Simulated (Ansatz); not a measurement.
# LaP (111): surface energy and levels, part 2 of 2

The task, for LaP: cut the (111) surface, relax it and get its surface energy and levels.

Ansatz 0.2.0; DFT PBEsol, scalar-relativistic, plane waves, PAW.

## 6. All atoms of the slab relaxed

input.yaml

```yaml
crystal:
  lattice:
    - [4.227582732, 0.0, 0.0]
    - [-2.113791366, 3.6611940425, 0.0]
    - [0.0, 0.0, 25.3554205387]
  atoms:
    - { symbol: La, position: [0.3333333333, 0.6666666667, 0.295794739] }
    - { symbol: P, position: [0.6666666667, 0.3333333333, 0.3638631593] }
    - { symbol: La, position: [0.0, 0.0, 0.4319315797] }
    - { symbol: P, position: [0.3333333333, 0.6666666667, 0.5] }
    - { symbol: La, position: [0.6666666667, 0.3333333333, 0.5680684203] }
    - { symbol: P, position: [0.0, 0.0, 0.6361368407] }
    - { symbol: La, position: [0.3333333333, 0.6666666667, 0.704205261] }
basis:
  ecutwfc: 420
kpoints:
  mp_grid: { grid: [9, 9, 1] }
hamiltonian:
  xc: pbesol
scf:
  occupations: { method: gaussian, width: 0.1 }
output:
  forces: true
  eigenvalues: true
  write_density: true
  write_potential: true
  elf: true
  volumetric_format: npy
relax:
  adjacent_minimum: "off"
  f_tol: 0.02
  max_steps: 60
efield:
  axis: 3
  dipole_correction: true
  ramp_width: 0.04
```

The run is started by

```sh
$ ansatz run input.yaml --threads 2 --pin off --max-ram 5632MiB --backend cpu --events-out ev --progress --plain --runs-dir out
```

Log:

```text
Warning: RAYON_NUM_THREADS=2 ignored (pool sized by the plan → 2); use --threads N
Engine: ansatz 0.2.0, aarch64-unknown-linux-gnu
Pseudopotentials: kind: paw
Pseudopotential: La, paw, valence charge 11, recommended cutoff 420 eV (normal), La.paw.azcp
Pseudopotential: P, paw, valence charge 5, recommended cutoff 420 eV (normal), P.paw.azcp
Functional definition: PBEsol
  exchange = pbesol_x
  correlation = pbesol_c
Crystal: 7 atoms, lattice volume = 392.451 Å³
Basis set: ecut = 420 eV, 7651 PW (Γ), exchange–correlation on 60×60×360 points (8 copies of the dense FFT grid, shifted against one another)
Bands: 37, of which v1, the nominal top of the filled ones, is band 30 counted from 1 (29 counted from 0)
Symmetry: 6 space group operations
k-points: 12 of 81 (time reversal used)
Non-local potential: La, projectors of the file, l = 0: 3, l = 1: 2, l = 2: 2, l = 3: 3
Non-local potential: P, projectors of the file, l = 0: 2, l = 1: 2, l = 2: 2
PAW form: soft (Blöchl's): semilocal exchange-correlation on the pseudo side does not see the compensation charge
PAW frozen core: La, regenerated for the run's functional, and the local potential with it (the file was generated under x = pbe(κ = 0.804, μ = 0.2195149727645171), c = pbe(β = 0.06672455060314922))
PAW frozen core: P, regenerated for the run's functional, and the local potential with it (the file was generated under x = pbe(κ = 0.804, μ = 0.2195149727645171), c = pbe(β = 0.06672455060314922))
PAW one-centre angular grid: La, 590 points (default); XC on 64 Gauss nodes
PAW one-centre angular grid: P, 110 points (default); XC on 64 Gauss nodes
Initial density: superposition of atomic densities (neutral atoms: chi_scale 0, normalization atom), corrected by the library's trained network
Initial wavefunctions: pseudopotential atomic-orbital guess
Functional: x = pbesol(κ = 0.804, μ = 0.12345679012345678), c = pbesol(β = 0.046)
SCF iter   1: F=—  HF=-26873.076455 eV  |F-HF|=—  |Δ(HF+E_count)|=         —  Δρ=4.35e-3  dr2=9.74e-1  ethr=1.77e-3  p=0.000 e·Å  D=5.41e-14 V/Å  ΔV_dip=-0.00 eV  dr2_dipole=3.71e-7  V_vac-E_F(+/−)=3.12/3.12 eV  ⟨swp⟩=10.1  Hψ=2625  notcnv=0
efield: sawtooth ramp at fractional position 0.9800 (placed from the atoms, in the widest stretch of the axis that holds none; the zero of the levels goes with the place), width 0.0400; the density the first Hamiltonian is built on has a dipole p = 0.000 e·Å; the dipole correction subtracts the counter field D = 5.41e-14 V/Å, which shifts the + side's vacuum level by -0.00 eV against the − side's; the planar-averaged density in the ramp window peaks in size at 2.4e-5 e/Å³
preconditioner: auto → LDOS  [metal: Δε(μ)=0.007 eV  Ē_g=4.083 eV  σ=0.100 eV  W_gap=0.04  n_scr=70 (ndim 8)  ℏωp=9.7 eV  f_vac=0.395  D(μ)=9.43/eV (n_scr^D=70)  β→1.0]
SCF iter   2: F=—  HF=-26873.016341 eV  |F-HF|=—  |Δ(HF+E_count)|=   6.01e-2  Δρ=2.17e-3  dr2=4.13e-2  ethr=1.65e-3  p=0.000 e·Å  D=2.25e-5 V/Å  ΔV_dip=-0.00 eV  dr2_dipole=1.64e-9  V_vac-E_F(+/−)=3.28/3.28 eV  ⟨swp⟩=3.6  Hψ=778  notcnv=0  defer=6
SCF iter   3: F=—  HF=-26873.015098 eV  |F-HF|=—  |Δ(HF+E_count)|=   1.24e-3  Δρ=9.52e-4  dr2=2.03e-2  ethr=7.00e-5  p=0.000 e·Å  D=4.76e-6 V/Å  ΔV_dip=-0.00 eV  dr2_dipole=6.20e-8  V_vac-E_F(+/−)=3.29/3.29 eV  ⟨swp⟩=4.2  Hψ=894  notcnv=0  defer=9
SCF iter   4: F=—  HF=-26873.012999 eV  |F-HF|=—  |Δ(HF+E_count)|=   2.10e-3  Δρ=3.13e-4  dr2=1.19e-3  ethr=3.44e-5  p=0.000 e·Å  D=7.38e-6 V/Å  ΔV_dip=-0.00 eV  dr2_dipole=1.36e-8  V_vac-E_F(+/−)=3.31/3.31 eV  ⟨swp⟩=2.1  Hψ=610  notcnv=0  defer=9
SCF iter   5: F=—  HF=-26873.012734 eV  |F-HF|=—  |Δ(HF+E_count)|=   2.65e-4  Δρ=1.22e-4  dr2=1.08e-4  ethr=2.01e-6  p=0.000 e·Å  D=2.14e-6 V/Å  ΔV_dip=-0.00 eV  dr2_dipole=1.19e-10  V_vac-E_F(+/−)=3.30/3.30 eV  ⟨swp⟩=2.9  Hψ=800  notcnv=0  defer=9
SCF iter   6: F=—  HF=-26873.012734 eV  |F-HF|=—  |Δ(HF+E_count)|=   3.19e-7  Δρ=4.97e-5  dr2=2.11e-5  ethr=1.82e-7  p=0.000 e·Å  D=2.17e-6 V/Å  ΔV_dip=-0.00 eV  dr2_dipole=6.47e-9  V_vac-E_F(+/−)=3.29/3.29 eV  ⟨swp⟩=2.2  Hψ=768  notcnv=0  defer=9
SCF iter   7: F=-26873.012740 eV  HF=-26873.012739 eV  |F-HF|=3.08e-7  |Δ(HF+E_count)|=   5.73e-6  Δρ=1.60e-5  dr2=2.95e-6  ethr=1.69e-8  p=0.000 e·Å  D=9.10e-7 V/Å  ΔV_dip=-0.00 eV  dr2_dipole=2.15e-10  V_vac-E_F(+/−)=3.29/3.29 eV  ⟨swp⟩=34.5  Hψ=5846  notcnv=0
WARN: efield: at this solve's end the planar-averaged density reaches 1.44e-5 e/Å³ inside the ramp window [0.9406, 0.0594] (bound 1e-5 e/Å³); the window's nearer edge stands 5.99 Å from this solve's nearest atom along the axis. Its work functions, free energy, forces, stress, dipole, levels and responses can be off, and this figure does not tell by how much. A short vacuum, a low `basis.ecutwfc` or `basis.ecutrho_ratio` and negative occupations (`scf.occupations.method`) can put density there. See the manual's quickstart, § The vacuum guard
SCF 1 converged in 7 iterations: F = -26873.012740 eV  dr2 = 2.95e-6
relax step   1: F+E_penalty+E_count = -26873.01273964 eV  Δ(F+E_penalty+E_count) = +0.000e0 eV  max|allowed force component| = 9.598e-1 eV/Å  Δτ_max = 0.0000 Å  (7 SCF iters, dr2 threshold 1.00e-5 eV, accepted)
[... 14 lines left out ...]
relax step   2: F+E_penalty+E_count = -26873.33307038 eV  Δ(F+E_penalty+E_count) = -3.203e-1 eV  max|allowed force component| = 2.179e-1 eV/Å  Δτ_max = 0.1944 Å  (6 SCF iters, dr2 threshold 5.76e-5 eV, accepted)
[... 11 lines left out ...]
relax step   3: F+E_penalty+E_count = -26873.32123050 eV  Δ(F+E_penalty+E_count) = +1.184e-2 eV  max|allowed force component| = 1.503e-1 eV/Å  Δτ_max = 0.1873 Å  (8 SCF iters, dr2 threshold 2.97e-6 eV, rejected (line search))
[... 14 lines left out ...]
relax step   4: F+E_penalty+E_count = -26873.34816625 eV  Δ(F+E_penalty+E_count) = -1.510e-2 eV  max|allowed force component| = 3.652e-2 eV/Å  Δτ_max = 0.0790 Å  (9 SCF iters, accepted)
[... 10 lines left out ...]
relax step   5: F+E_penalty+E_count = -26873.34858951 eV  Δ(F+E_penalty+E_count) = -4.233e-4 eV  max|allowed force component| = 1.175e-2 eV/Å  Δτ_max = 0.0076 Å  (6 SCF iters, accepted)
WARN: The output density's exchange-correlation potential varies sharply where the density is thin. Do not read a vacuum level from v_tot or v_xc, or from such a field of the output density. On a cell that repeats whose density bears no net charge and no dipole along the vacuum's axis use v_es (v_loc + v_h of the components); under efield.dipole_correction with no amplitude use v_es + v_field, which holds any external_charges[].barrier, or the levels of the report's work_function block, which leave it out; under a non-zero efield.amplitude the vacuum is tilted and has no level; on a cell that repeats and bears such a dipole with no correction it is tilted too, and efield.dipole_correction with no amplitude gives each side of its ramp a level where efield: is served; in a cell that repeats whose density bears a net charge (total_charge, or a fill off its count) it is curved and has none; of a slab under crystal.periodic whose density bears no net charge use v_es, which has a level on each side, short of where the two are joined; of another it falls or rises all the way out and has none; of a slab beside external_charges read slab_vacuum_level instead, which it has where they leave it neutral. The grid or the basis barely resolves most such structure, and the values can differ between equally converged runs; as a rule a tighter scf.convergence.dr2_threshold does not remove it. Where the density itself ripples (under the LDA too) a higher basis.ecutwfc lessens it. The files hold the spikes' plane waves up to the density's cutoff. Files: v_tot_of_output_density and the like, and their columns of v_z.tsv (output.write_potential); v_xc_of_output_density and the like, and their columns of v_comp_z.tsv (output.write_potential_components). Measured: with its Gaussian average of σ = 0.25 Å subtracted twice, the exchange-correlation potential is over 0.1 eV at 4438 of the grid points where the equally averaged density (valence and model cores) is under 1e-3 e/Å³, and 0.832 eV at the most among them, at an averaged density of 1.4e-6 e/Å³. The input density's (outcome.potential() and, of a run that writes arrays, v_tot and v_xc) is over 0.1 eV, so measured, at 1735 points of its own thin density, 1.19 eV at the most. See output.write_potential in the manual, Limitations
SCF converged after 6 iterations
Free energy (F): -26873.348590 eV
Harris-Foulkes:  -26873.348590 eV  (|F-HF|=7.60e-9)
Internal energy: -26873.309113 eV  (E = F + TS)
E sigma→0 (E₀):  -26873.328851 eV
Entropy (-TS):   -0.039477 eV (-5.640 meV/atom)
Fermi energy:    3.683056 eV
Dipole field:    D = 0.000003 V/Å  (p = 0.000006 e·Å, saw-weighted, corrected)
Work function:   Φ+ = 3.3274 eV   Φ− = 3.3275 eV
Levels:          The Fermi level and band energies are counted from a zero that moves with the ramp; work functions are not
Vacuum region:   at the solve's end the planar-averaged density reaches 1.03e-5 e/Å³ inside the ramp window [0.9406, 0.0594] (bound 1e-5 e/Å³)
--- Per-component energies (eV) ---
  E_band       = -541.454881
  E_kinetic    = 979.523633
  E_local      = -24836.356565  (includes V_loc(G=0)·N_el)
  E_nonlocal   = 491.296608
  E_hartree    = 11939.276107
  E_xc         = -736.347874
  E_vxc        = -770.797196  (∫ρ·V_xc dr)
  E_paw        = -22977.893278  (= ΣΔE_a)
  E_vpaw       = -283.703396  (= ΣTr[D̂ρ^β])
  E_aug_tail   = 0.000008  (compensation charges beyond the density's cutoff)
  E_efield     = 0.000000  (sawtooth field / dipole correction)
  E_vefield    = 0.000000  (∫n·V_field dr)
  E_ewald      = 8266.375922
  E_core_change = 0.816326  (= ΣΔE_core)
  E_smearing   = -0.039477  (= −TS)
  E_closure    = -0.000000  (closes the sum)
  Σ components = -26873.348590   (vs F -26873.348590, Δ=0.00e0)
--- Forces (eV/Å), atoms counted from 1 ---
  atom   1  La    -0.00000000     0.00000000     0.00343696
  atom   2  P     -0.00000000    -0.00000000     0.00486684
  atom   3  La     0.00000000     0.00000000    -0.01175204
  atom   4  P      0.00000000     0.00000000     0.00000036
  atom   5  La     0.00000000    -0.00000000     0.01175440
  atom   6  P      0.00000000     0.00000000    -0.00487445
  atom   7  La     0.00000000    -0.00000000    -0.00343378
  max |Σ_I F_I| component: 1.71e-6 eV/Å
--- Band table (eV; the first three rows and the last of 12) ---
  k-point 0: bands = ["-29.5345", "-29.5344", "-28.5803", "-28.5407", "-13.4866", "-13.4653", "-13.0692", "-13.0692", "-13.0692", "-13.0692", "-12.6711", "-12.2244", "-12.1448", "-12.1448", "-12.1039", "-12.1039", "-6.2114", "-5.8745", "-5.0605", "-0.2684", "0.3451", "1.0004", "1.0004", "1.2244", "1.2244", "1.7289", "2.1405", "2.1405", "3.2814", "3.3877", "4.4258", "4.4495", "4.4495", "4.5854", "4.6237", "4.6575", "4.7314"]
[... 3 lines left out ...]
--- Relaxed structure (5 steps of the walk, 4 accepted, 0 SCFs on fresh bases) ---
  F+E_penalty+E_count = -26873.34858951 eV   max|allowed force component| = 1.175e-2 eV/Å
  atoms:
    - { symbol: La, position: [0.3333333333333333, 0.6666666666666666, 0.30656032456098536] }
    - { symbol: P, position: [0.6666666666666667, 0.33333333333333326, 0.3628347703500862] }
    - { symbol: La, position: [6.162975822039155e-33, -9.629485417792463e-17, 0.4349867104773654] }
    - { symbol: P, position: [0.3333333333333333, 0.6666666666666666, 0.4999999942879556] }
    - { symbol: La, position: [0.6666666666666667, 0.33333333333333326, 0.5650132614451471] }
    - { symbol: P, position: [6.162975822039155e-33, -9.629485417792463e-17, 0.6371652684740182] }
    - { symbol: La, position: [0.3333333333333333, 0.6666666666666666, 0.693439670404442] }
```

Run time: 66 s. Hardware: 2 threads of Arm Neoverse V2, shared host; peak memory 0.61 GiB.

Relaxation path:

```
step  E - E(step 1) (eV/cell)  largest force component (eV/Å)
   1                   0.0000                          0.9598
   2                  -0.3203                          0.2179
   3                  -0.3085                          0.1503
   4                  -0.3354                          0.0365
   5                  -0.3359                          0.0118
```

Step 1 is the start. Step 3 was tried and not accepted.

From the log: work function 3.33 eV.

Plane-averaged electrostatic potential energy of an electron across the slab, counted from the Fermi level:

z (Å), V (eV) and a bar:
```
     1.97       3.33 ##############################
     2.54       3.32 ##############################
     2.82       3.32 ##############################
     3.38       3.31 ##############################
     3.66       3.29 ##############################
     4.23       3.23 ##############################
     4.51       3.17 ##############################
     5.07       2.91 #############################
     5.35       2.67 ############################
     5.92       1.79 ##########################
     6.48      -0.13 ######################
     6.76      -2.04 #################
     7.32      -8.51 ##
     7.61      -9.49 
     8.17      -8.82 ##
     8.45      -7.08 ######
     9.02      -6.97 ######
     9.30      -6.56 #######
     9.86      -2.51 ################
    10.14      -2.92 ###############
    10.71      -8.17 ###
    11.27      -8.41 ###
    11.55      -6.89 ######
    12.11      -3.78 #############
    12.40      -5.39 ##########
    12.96      -5.39 ##########
    13.24      -3.78 #############
    13.80      -6.89 ######
    14.09      -8.41 ###
    14.65      -8.17 ###
    15.21      -2.92 ###############
    15.49      -2.51 ################
    16.06      -6.56 #######
    16.34      -6.97 ######
    16.90      -7.08 ######
    17.19      -8.82 ##
    17.75      -9.49 
    18.03      -8.51 ##
    18.59      -2.04 #################
    18.88      -0.13 ######################
    19.44       1.79 ##########################
    20.00       2.67 ############################
    20.28       2.91 #############################
    20.85       3.17 ##############################
    21.13       3.23 ##############################
    21.69       3.29 ##############################
    21.97       3.31 ##############################
    22.54       3.32 ##############################
    22.82       3.32 ##############################
    23.38       3.33 ##############################
```

Density in a lattice plane of the grid's cell (edges 4.23 and 25.36 Å, at 0.667 of the third edge), which holds La and P.

Ten even steps from ' ' (0.00 e/Å³) to '@' (1.51 e/Å³):
```
            
            
            
            
            
..@@@@@@..  
....--......
          ..
............
..==  ==..  
............
          ..
....--......
..@@@@@@..  
            
            
            
            
            
            
```
Columns run along the first of these edges and rows up along the second, over one cell in 6 and 20 even steps from the bottom left corner. Atoms in the plane (fractional): La at (0.33, 0.31), P at (0.33, 0.50), La at (0.33, 0.69).

ELF in the same plane.

Values, 12 rows by 6 columns:
```
0.00 0.00 0.00 0.00 0.00 0.00
0.23 0.16 0.13 0.16 0.23 0.28
0.08 0.15 0.29 0.14 0.09 0.24
0.24 0.69 0.82 0.71 0.25 0.65
0.12 0.11 0.24 0.11 0.13 0.27
0.63 0.76 0.01 0.79 0.62 0.11
0.13 0.11 0.24 0.11 0.12 0.28
0.23 0.69 0.82 0.71 0.26 0.64
0.08 0.15 0.29 0.14 0.09 0.24
0.23 0.16 0.13 0.16 0.23 0.28
0.00 0.00 0.00 0.00 0.00 0.00
0.00 0.00 0.00 0.00 0.00 0.00
```
Columns run along the first of these edges and rows up along the second, over one cell in 6 and 12 even steps from the bottom left corner. Atoms in the plane (fractional): La at (0.33, 0.31), P at (0.33, 0.50), La at (0.33, 0.69).

Both are smooth fields of the valence electrons: close to the nuclei they are not physical.

Outside the cores ELF peaks at 0.85 in the shell around P, 0.9 Å from P.

## 7. Variant: chi_scale 0.1

input.yaml

```yaml
crystal:
  lattice:
    - [4.227582732, 0.0, 0.0]
    - [-2.113791366, 3.6611940425, 0.0]
    - [0.0, 0.0, 25.3554205387]
  atoms:
    - { symbol: La, position: [0.3333333333, 0.6666666667, 0.3065603246] }
    - { symbol: P, position: [0.6666666667, 0.3333333333, 0.3628347704] }
    - { symbol: La, position: [0.0, 0.0, 0.4349867105] }
    - { symbol: P, position: [0.3333333333, 0.6666666667, 0.4999999943] }
    - { symbol: La, position: [0.6666666667, 0.3333333333, 0.5650132614] }
    - { symbol: P, position: [0.0, 0.0, 0.6371652685] }
    - { symbol: La, position: [0.3333333333, 0.6666666667, 0.6934396704] }
basis:
  ecutwfc: 420
kpoints:
  mp_grid: { grid: [9, 9, 1] }
hamiltonian:
  xc: pbesol
scf:
  occupations: { method: gaussian, width: 0.1 }
  initial_density: { chi_scale: 0.1 }
output:
  forces: true
  eigenvalues: true
efield:
  axis: 3
  dipole_correction: true
  ramp_width: 0.04
```

The run is started by

```sh
$ ansatz run input.yaml --threads 2 --pin off --max-ram 5632MiB --backend cpu --events-out ev --progress --plain --runs-dir out
```

Log, shortened:

```text
Warning: RAYON_NUM_THREADS=2 ignored (pool sized by the plan → 2); use --threads N
[...]
Pseudopotentials: kind: paw
Pseudopotential: La, paw, valence charge 11, recommended cutoff 420 eV (normal), La.paw.azcp
Pseudopotential: P, paw, valence charge 5, recommended cutoff 420 eV (normal), P.paw.azcp
Functional definition: PBEsol
[...]
Crystal: 7 atoms, lattice volume = 392.451 Å³
Basis set: ecut = 420 eV, 7651 PW (Γ), exchange–correlation on 60×60×360 points (8 copies of the dense FFT grid, shifted against one another)
[...]
WARN: efield: at this solve's end the planar-averaged density reaches 1.03e-5 e/Å³ inside the ramp window [0.9406, 0.0594] (bound 1e-5 e/Å³); the window's nearer edge stands 6.27 Å from this solve's nearest atom along the axis. Its work functions, free energy, forces, stress, dipole, [...]
Vacuum region:   at the solve's end the planar-averaged density reaches 1.03e-5 e/Å³ inside the ramp window [0.9406, 0.0594] (bound 1e-5 e/Å³)
[...]
--- Forces (eV/Å), atoms counted from 1 ---
  atom   1  La     0.00000000     0.00000000     0.00350647
  atom   2  P      0.00000000    -0.00000000     0.00485743
  atom   3  La     0.00000000     0.00000000    -0.01174352
  atom   4  P      0.00000000     0.00000000    -0.00000108
  atom   5  La     0.00000000    -0.00000000     0.01175147
  atom   6  P      0.00000000     0.00000000    -0.00486474
  atom   7  La     0.00000000    -0.00000000    -0.00350512
[...]
--- Band table (eV; the first three rows and the last of 12) ---
[...]
```

Wall time 13 s (2 threads of Arm Neoverse V2, shared host); peak memory 0.57 GiB.

| run | ending | energy change | gap (eV) | force (eV/Å) | cycles | time |
| --- | --- | --- | --- | --- | --- | --- |
| step 6 | converged | 0 | 0.00 | 0.01 | - | 66 s |
| variant | converged | 0.0 meV/atom | 0.00 | 0.01 | 11 | 13 s |

The changed start doesn't alter the result here (within 0.5 meV/atom).

## 8. Surface energy and levels of (111)

|  | as cut | relaxed |
| --- | --- | --- |
| work function | 3.29 eV | 3.33 eV |
| dipole along +c (e·Å/cell) | 0.000 | 0.000 |

Spacings of the planes, from the bottom up:

| plane | atoms | spacing to the next, as cut (Å) | relaxed (Å) | change (%) | rumpling (Å) |
| --- | --- | --- | --- | --- | --- |
| 1 | La | 1.726 | 1.427 | -17.3 | 0.000 |
| 2 | P | 1.726 | 1.829 | +6.0 | 0.000 |
| 3 | La | 1.726 | 1.648 | -4.5 | 0.000 |
| 4 | P | 1.726 | 1.648 | -4.5 | 0.000 |
| 5 | La | 1.726 | 1.829 | +6.0 | 0.000 |
| 6 | P | 1.726 | 1.427 | -17.3 | 0.000 |
| 7 | La |  |  |  | 0.000 |

## 9. Summary of results

This closing draws on all 2 parts.

| quantity | value |
| --- | --- |
| slab (111), cut with La on top | not stoichiometric |
| work function, (111), cut with La on top | 3.33 eV |

The outermost spacing of (111) contracts by 17.3 %, and relaxation gains 0.177 J/m² a face. The slab's composition (La4P3) differs from the bulk's, so its surface energy depends on the chemical potentials and is not given. Inner planes relax by over 3 % too, so the slab is too thin to hold a bulk-like region. In some runs the vacuum holds more charge than the dipole correction wants, so vacuum levels can be off. Spin-orbit coupling is left out for La.
